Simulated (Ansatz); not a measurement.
# WS₃: an energy map over bond length W2–S3 and bond length W2–S4

How does the energy of S3W, SMILES [S]=[W](=[S])=[S] change over two coordinates at once? A grid of runs gives the map.

Program: Ansatz 0.2.0. Level of theory: RKS PBE-D4/def2-TZVP. These are calculated values, not measurements.

**1. The starting structure**

4 atoms, charge 0, spin multiplicity 1.

Atoms are counted from 1 here; the program's logs count them from 0.

Bond lengths: S1–W2 2.155 Å, W2–S3 2.155 Å, W2–S4 2.155 Å. Angles: S1–W2–S3 106.5°, S1–W2–S4 106.5°, S3–W2–S4 106.6°.

As a file:

```
S    -0.23260    0.35104    1.98201
W    -0.41940   -0.34980   -0.04723
S     1.40219   -1.40797   -0.50086
S    -0.44112    1.40222   -1.30166
```

**3. The grid**

First coordinate, bond length W2–S3: 15 values from 1.889 to 2.683 Å. Second coordinate, bond length W2–S4: 15 values from 1.889 to 2.683 Å.

Nothing else is relaxed (all other coordinates rigid). Energies count from the relaxed molecule at the same level.

(The set-up runs are not shown.)

**4. Grid point bond length W2–S3 = 2.570 Å, bond length W2–S4 = 2.343 Å**

The input, input.yaml:

```yaml
crystal:
  periodic: [false, false, false]
  atoms:
    - { symbol: S, position_ang: [-0.23847, 0.347395, 1.982829] }
    - { symbol: W, position_ang: [-0.40324, -0.33837, -0.044371] }
    - { symbol: S, position_ang: [1.752996, -1.624729, -0.592848] }
    - { symbol: S, position_ang: [-0.450809, 1.558322, -1.419124] }
basis:
  gaussian: { orbitals: def2-TZVP }
hamiltonian:
  xc: pbe
  dispersion: d4
output:
  forces: true
```

Started as:

```bash
$ ansatz run input.yaml --threads 1 --pin off --max-ram 2560MiB --backend cpu --events-out ev --progress --plain --runs-dir out
```

Further runs follow: the other points that were computed.

**Question.** What will these runs give? Wanted: lowest point; highest computed point; dipole moment.

**Answer**, as computed:

| quantity | value |
| --- | --- |
| lowest point | bond length W2–S3 = 2.172 Å, bond length W2–S4 = 2.172 Å, 0.42 kcal/mol |
| highest computed point | bond length W2–S3 = 2.683 Å, bond length W2–S4 = 2.683 Å, 90.7 kcal/mol above the lowest |
| dipole moment (D) | 3.33 at bond length W2–S3 = 2.059 Å, bond length W2–S4 = 2.059 Å to 4.21 at bond length W2–S3 = 1.889 Å, bond length W2–S4 = 2.683 Å; 3.36 at the lowest point |
| time for the whole task | 38 min on 1 thread, shared host |

The lowest computed point is at bond length W2–S3 = 2.172 Å, bond length W2–S4 = 2.172 Å, 0.42 kcal/mol from the relaxed molecule at the same level. The grid shows no well of another kind. The highest computed point, bond length W2–S3 = 2.683 Å, bond length W2–S4 = 2.683 Å, lies 90.7 kcal/mol above the lowest. Round the minimum the two coordinates are nearly uncoupled.
